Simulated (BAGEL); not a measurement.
# CH4BFOS (SMILES CSB(O)F): HF/3-21G (density fitting with qzvpp-jkfit)

What is the vertical singlet–triplet gap of CH4BFOS at HF/3-21G (density fitting with qzvpp-jkfit)? 

The calculation is run with BAGEL 1.2.2.

1 further run of the same task is left out (set aside as unsound or not needed).

**1. The molecule**

The species is CH4BFOS (9 atoms), meant as a singlet with charge 0. As SMILES, `CSB(O)F`. The coordinates come from a PBE0-D4/def2-TZVP relaxation. This is one conformer, not always the lowest.

Bond lengths: C1–S2 1.810 Å, S2–B3 1.799 Å, B3–O4 1.354 Å, B3–F5 1.336 Å, C1–H6 1.089 Å, C1–H7 1.088 Å, C1–H8 1.088 Å, O4–H9 0.962 Å. Some angles: C1–S2–B3 101.1°, S2–B3–O4 122.0°, S2–B3–F5 117.9°, O4–B3–F5 120.1°, S2–C1–H6 106.7°, S2–C1–H7 110.7°, S2–C1–H8 110.7°, B3–O4–H9 112.6°, H6–C1–H7 109.4°, H6–C1–H8 109.4°.

**2. A single-point energy at HF/3-21G (density fitting with qzvpp-jkfit)**

The input, job.json:

```json
{ "bagel": [

{
  "title": "molecule",
  "basis": "3-21g",
  "df_basis": "qzvpp-jkfit",
  "angstrom": "true",
  "geometry": [
    { "atom": "C", "xyz": [       1.160300,      -0.244100,       0.939700 ] },
    { "atom": "S", "xyz": [       1.023700,       0.764300,      -0.557200 ] },
    { "atom": "B", "xyz": [      -0.686600,       0.459700,      -1.024200 ] },
    { "atom": "O", "xyz": [      -1.494400,      -0.351900,      -0.301500 ] },
    { "atom": "F", "xyz": [      -1.151300,       1.063600,      -2.121800 ] },
    { "atom": "H", "xyz": [       2.181200,      -0.129700,       1.301700 ] },
    { "atom": "H", "xyz": [       0.464800,       0.101600,       1.701800 ] },
    { "atom": "H", "xyz": [       0.970200,      -1.292100,       0.716900 ] },
    { "atom": "H", "xyz": [      -2.379400,      -0.417800,      -0.672600 ] }
  ]
},

{ "title": "hf" },

{ "title": "print", "file": "orbitals.molden", "orbitals": "true" }

]}
```

On the command line:

```console
$ BAGEL_NUM_THREADS=1 BAGEL job.json > job.out
```

Log:

```text
* using 1 threads per process

  ===============================================================
  ===============================================================

  *** Geometry ***

  { "atom" : "C", "xyz" : [      2.192649,     -0.461282,      1.775776 ] },
  { "atom" : "S", "xyz" : [      1.934513,      1.444318,     -1.052955 ] },
  { "atom" : "B", "xyz" : [     -1.297486,      0.868707,     -1.935457 ] },
  { "atom" : "O", "xyz" : [     -2.824007,     -0.664995,     -0.569752 ] },
  { "atom" : "F", "xyz" : [     -2.175642,      2.009913,     -4.009621 ] },
  { "atom" : "H", "xyz" : [      4.121871,     -0.245097,      2.459856 ] },
  { "atom" : "H", "xyz" : [      0.878345,      0.191996,      3.215936 ] },
  { "atom" : "H", "xyz" : [      1.833412,     -2.441715,      1.354745 ] },
  { "atom" : "H", "xyz" : [     -4.496414,     -0.789528,     -1.271030 ] },

  Number of auxiliary basis functions:      504

  Since a DF basis is specified, we compute 2- and 3-index integrals:
    o Being stored without compression. Storage requirement is 0.013 GB

  Number of basis functions:       57
  Number of electrons      :       48

    * METHOD: MOLECULE                             0.29

  *** RHF ***

  === Nuclear Repulsion ===
   216.8080572302

      * DIIS with orbital gradients will be used.

  === RHF iteration (3-21g) ===
      0       -633.43473962          0.02480741           0.06
      1       -633.55038837          0.01341201           0.06
      2       -633.58518110          0.00127178           0.05
      3       -633.58589542          0.00021667           0.06
      4       -633.58591819          0.00007538           0.06
      5       -633.58592113          0.00002252           0.06
      6       -633.58592134          0.00000765           0.06
      7       -633.58592137          0.00000184           0.05
      8       -633.58592138          0.00000076           0.05
      9       -633.58592138          0.00000029           0.05
     10       -633.58592138          0.00000007           0.05
     11       -633.58592138          0.00000004           0.05
     12       -633.58592138          0.00000001           0.05
    * SCF iteration converged.

    * Permanent dipole moment:
           (    0.799488,     0.629358,    -0.470039) a.u.

    * METHOD: HF                                   0.90

    * METHOD: PRINT                                0.01

  ===============================================================
```

Wall time 1.4 s (1 thread of Intel Xeon Platinum 8259CL at 2.50GHz (Skylake/Cascade Lake), shared host); peak memory 0.093 GiB.

**3. The triplet, same level**

The input, input.json:

```json
{ "bagel" : [

{
  "title" : "molecule",
  "basis" : "3-21g",
  "df_basis" : "qzvpp-jkfit",
  "angstrom" : true,
  "geometry" : [
    { "atom" : "C", "xyz" : [    1.160300,   -0.244100,    0.939700 ] },
    { "atom" : "S", "xyz" : [    1.023700,    0.764300,   -0.557200 ] },
    { "atom" : "B", "xyz" : [   -0.686600,    0.459700,   -1.024200 ] },
    { "atom" : "O", "xyz" : [   -1.494400,   -0.351900,   -0.301500 ] },
    { "atom" : "F", "xyz" : [   -1.151300,    1.063600,   -2.121800 ] },
    { "atom" : "H", "xyz" : [    2.181200,   -0.129700,    1.301700 ] },
    { "atom" : "H", "xyz" : [    0.464800,    0.101600,    1.701800 ] },
    { "atom" : "H", "xyz" : [    0.970200,   -1.292100,    0.716900 ] },
    { "atom" : "H", "xyz" : [   -2.379400,   -0.417800,   -0.672600 ] }
  ]
},
{ "title" : "uhf", "charge" : 0, "nopen" : 2 },
{ "title" : "print", "file" : "orbitals.molden", "orbitals" : true }

]}
```

On the command line:

```console
$ BAGEL_NUM_THREADS=1 BAGEL input.json > input.out
```

Log:

```text
* using 1 threads per process

  ===============================================================
  ===============================================================

  *** Geometry ***

  { "atom" : "C", "xyz" : [      2.192649,     -0.461282,      1.775776 ] },
  { "atom" : "S", "xyz" : [      1.934513,      1.444318,     -1.052955 ] },
  { "atom" : "B", "xyz" : [     -1.297486,      0.868707,     -1.935457 ] },
  { "atom" : "O", "xyz" : [     -2.824007,     -0.664995,     -0.569752 ] },
  { "atom" : "F", "xyz" : [     -2.175642,      2.009913,     -4.009621 ] },
  { "atom" : "H", "xyz" : [      4.121871,     -0.245097,      2.459856 ] },
  { "atom" : "H", "xyz" : [      0.878345,      0.191996,      3.215936 ] },
  { "atom" : "H", "xyz" : [      1.833412,     -2.441715,      1.354745 ] },
  { "atom" : "H", "xyz" : [     -4.496414,     -0.789528,     -1.271030 ] },

  Number of auxiliary basis functions:      504

  Since a DF basis is specified, we compute 2- and 3-index integrals:
    o Being stored without compression. Storage requirement is 0.013 GB

  Number of basis functions:       57
  Number of electrons      :       48

    * METHOD: MOLECULE                             0.29

  *** Open-shell HF ***

  === Nuclear Repulsion ===
   216.8080572302

      * DIIS with orbital gradients will be used.

  === UHF iteration (3-21g) ===
      0       -633.14737756          0.05190953           0.11
      1       -633.28654607          0.02918574           0.13
      2       -633.32096886          0.01689190           0.11
      3       -633.33589160          0.00149951           0.11
      4       -633.33724649          0.00061608           0.11
      5       -633.33759695          0.00031282           0.11
      6       -633.33778430          0.00013574           0.15
      7       -633.33783084          0.00007635           0.12
      8       -633.33785744          0.00004767           0.11
      9       -633.33786739          0.00001496           0.12
     10       -633.33786824          0.00000642           0.12
     11       -633.33786834          0.00000287           0.12
     12       -633.33786837          0.00000125           0.18
     13       -633.33786837          0.00000063           0.13
     14       -633.33786838          0.00000024           0.11
     15       -633.33786838          0.00000014           0.12
     16       -633.33786838          0.00000005           0.11
     17       -633.33786838          0.00000003           0.11
     18       -633.33786838          0.00000002           0.11
     19       -633.33786838          0.00000001           0.11
     20       -633.33786838          0.00000001           0.11
    * SCF iteration converged.

    * S^2 (UHF) is 2.0108

    * Permanent dipole moment:
           (    1.094466,     0.277886,     0.180916) a.u.

    * METHOD: UHF                                  2.74

    * METHOD: PRINT                                0.01

  ===============================================================
```

Wall time 3.6 s (1 thread of Intel Xeon Platinum 8259CL at 2.50GHz (Skylake/Cascade Lake), shared host); peak memory 0.093 GiB.

**4. Summary of results**

Level: HF/3-21G (density fitting with qzvpp-jkfit).

| quantity | value |
| --- | --- |
| singlet: total energy | -633.58592 Eh |
| singlet: dipole moment | 2.85 D |
| singlet: HOMO energy | -10.09 eV |
| singlet: LUMO energy | 5.12 eV |
| singlet: HOMO–LUMO gap | 15.21 eV |
| triplet: total energy | -633.33787 Eh |
| triplet: dipole moment | 2.91 D |
| triplet: ⟨S²⟩ | 2.011 |
| vertical energy of the triplet above the singlet | 6.750 eV |

At this shape the triplet lies 6.75 eV (156 kcal/mol) above the singlet.
